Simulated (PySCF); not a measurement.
# C2H9FGeSi: the cost of one run

The runs use PySCF 2.14.0, with density-fitted response routines of our own; the level of theory stands in each step. All values are computed, except where a source is named. Atoms are numbered from 0 throughout.

**1. The molecule as given**

14 atoms, charge 0, multiplicity 1; geometry from: GFN2-xTB. The atoms were then displaced at random by about 0.01 Å, so the start is not that level's minimum.

Bonds of the start (Å): C0–Si1 1.87, Si1–C2 1.91, C2–F3 1.42, C2–Ge4 1.99, C0–H5 1.10, C0–H6 1.10, C0–H7 1.09, Si1–H8 1.45, Si1–H9 1.48, C2–H10 1.08, Ge4–H11 1.51, Ge4–H12 1.47, Ge4–H13 1.51.

**2. Optimising the geometry at PBE0-D3(BJ)/def2-SVP**

Job settings and geometry (Å):

```
{"job": {"xc": "PBE0", "basis": "def2-SVP", "d3": "d3bj", "grid": 1, "shake": 0.01, "kind": "geom"}, "charge": 0, "multiplicity": 1}
C     -1.795120     0.837400     0.304600
Si    -1.077130    -0.845340    -0.074740
C      0.642720    -0.542920    -0.845020
F      1.240880    -1.775720    -1.213750
Ge     2.007660     0.288240     0.339620
H     -2.814310     0.769880     0.719720
H     -1.888170     1.465800    -0.598320
H     -1.190420     1.418570     1.007890
H     -1.868420    -1.572930    -1.041760
H     -0.910600    -1.636390     1.161080
H      0.573350     0.024400    -1.759550
H      2.149200    -0.479260     1.627000
H      3.318230     0.330440    -0.331650
H      1.604950     1.702760     0.697130
```

Run with:

```bash
$ OMP_NUM_THREADS=1 python probes_run.py task.json out
```

This one command runs all jobs of the session in turn.

Q: Estimate the wall time and peak memory of this first job on 1 thread of Arm Neoverse V1, shared host.

About 57 s, with a peak of 0.59 GiB.
